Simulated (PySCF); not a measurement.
# HSSc: the cost of one run

Programs: PySCF 2.14.0. All values are calculated, for the isolated system unless a continuum is named. Atoms count from 0, parts from 1.

## Step 1: Starting point

3 atoms, charge 2, multiplicity 1; geometry: GFN2-xTB. Parts: 1 = atom 0, `[Sc+3]`, charge 3; 2 = atoms 1–2, `[SH-]`, charge -1.

## Step 2: Relaxing the molecule at PBE0-D3(BJ)/def2-SVPD

The job: settings as JSON, then the geometry in Å.

```
{"job": {"xc": "PBE0", "basis": "def2-SVPD", "d3": "d3bj", "grid": 2, "kind": "geom", "shake": 0.01}, "charge": 2, "multiplicity": 1, "parts": [{"atoms": "0-0", "charge": 3, "multiplicity": 1}, {"atoms": "1-2", "charge": -1, "multiplicity": 1}]}
Sc     0.313069    -0.218837     0.068317
S      1.940617    -1.388756     1.459652
H      2.724131    -1.790231     0.335984
```

The run is started by

```
> OMP_NUM_THREADS=1 python cluster_run.py task.json out
```

The driver reads the jobs from task.json and runs them one after another.

**Question.** How long does this first job take on 1 thread of Intel Xeon 6975P-C, shared host, and how much memory does it need?

About 6.7 s, with a peak of 0.33 GiB.
